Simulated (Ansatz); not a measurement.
# GaSiH5: search for a transition state

Wanted: the transition state of a 1,1-elimination (form Si2–H3 and break Ga1–Si2, Ga1–H3). The guess is relaxed with those distances held, a saddle search follows, and vibrations and two downhill relaxations check it.

Program: Ansatz 0.2.0, Gaussian basis. Level of theory: PBE0-D4, def2-SVP first, then def2-TZVP. These are calculated values, not measurements.

152 further runs of the same task are left out: 152 set aside as unsound or not needed.

## (1) Where the work starts

The guess: 7 atoms, charge 0, spin multiplicity 1.

Atoms are counted from 1 here; the program's logs count them from 0.

Bond lengths: Ga1–Si2 2.729 Å, Ga1–H4 1.907 Å, Si2–H5 1.481 Å, Si2–H6 1.479 Å, Si2–H7 1.472 Å. Angles: Si2–Ga1–H4 99.8°, Ga1–Si2–H5 86.8°, Ga1–Si2–H6 88.6°, Ga1–Si2–H7 154.1°, H5–Si2–H6 108.7°, H5–Si2–H7 106.6°, H6–Si2–H7 107.1°.

Coordinates:

```csv
atom,x (Å),y (Å),z (Å)
Ga1,-0.9815,-0.6044,1.5373
Si2,0.7017,0.4185,-0.3511
H3,-0.8743,-0.5724,-0.4834
H4,-2.3130,-1.3679,0.4052
H5,1.7979,-0.2544,0.3822
H6,0.4894,1.7580,0.2379
H7,1.1797,0.6227,-1.7281
```

Distances that are to change: Si2–H3 1.87 Å, Ga1–Si2 2.73 Å, Ga1–H3 2.02 Å.

## (2) Constrained relaxation of the guess

hold/in.yaml

```yaml
crystal:
  periodic: [false, false, false]
  atoms:
    - {symbol: Ga, position_ang: [-0.981500, -0.604400, 1.537300]}
    - {symbol: Si, position_ang: [0.701700, 0.418500, -0.351100]}
    - {symbol: H, position_ang: [-0.874300, -0.572400, -0.483400]}
    - {symbol: H, position_ang: [-2.313000, -1.367900, 0.405200]}
    - {symbol: H, position_ang: [1.797900, -0.254400, 0.382200]}
    - {symbol: H, position_ang: [0.489400, 1.758000, 0.237900]}
    - {symbol: H, position_ang: [1.179700, 0.622700, -1.728100]}
basis:
  gaussian: {orbitals: def2-SVP}
hamiltonian: {xc: pbe0, dispersion: d4}
relax: {f_tol: 0.08, max_steps: 120, escape_saddle: false, constraints: [{distance: [1, 2]}, {distance: [0, 1]}, {distance: [0, 2]}]}
```

Launch:

```console
> ansatz run in.yaml --threads 2 --pin off --events-out ev --progress --plain --max-ram 4352MiB
```

The runs that follow: A starting Hessian; Saddle search in the small basis; Saddle search in triple zeta; Checking the order of the point; Relaxing after a step of 0.30 Å one way along the mode; Relaxing after a step of 0.30 Å the other way along the mode.

Before running it: what results should come out? Wanted: imaginary mode; barrier from the start side; barrier from the end side; energy of the step; pairs that change; zero-point energy at the saddle.

As calculated:

```
                       quantity                                                       value
                 imaginary mode                                                  1155i cm⁻¹
    barrier from the start side                                                    0.540 eV
      barrier from the end side                                                    0.586 eV
             energy of the step                                                   -0.046 eV
              pairs that change  Ga1–H4 formed, Si2–H3 formed, Ga1–Si2 broken, H3–H4 broken
zero-point energy at the saddle                                                    0.942 eV
```

In words: The point has a single imaginary mode (1155i cm⁻¹), as a transition state must. The two relaxations don't end on the planned structures: the search found another step. At PBE0-D4/def2-TZVP the electronic barrier is 0.540 eV, about 21 kT at 298 K, and the step runs 0.046 eV downhill. With so stiff a mode tunnelling counts: Wigner's rough correction is a factor of 2.3 at 298 K. A step off the saddle overshot and began above it in energy, so the link to its end is likely but not proven.
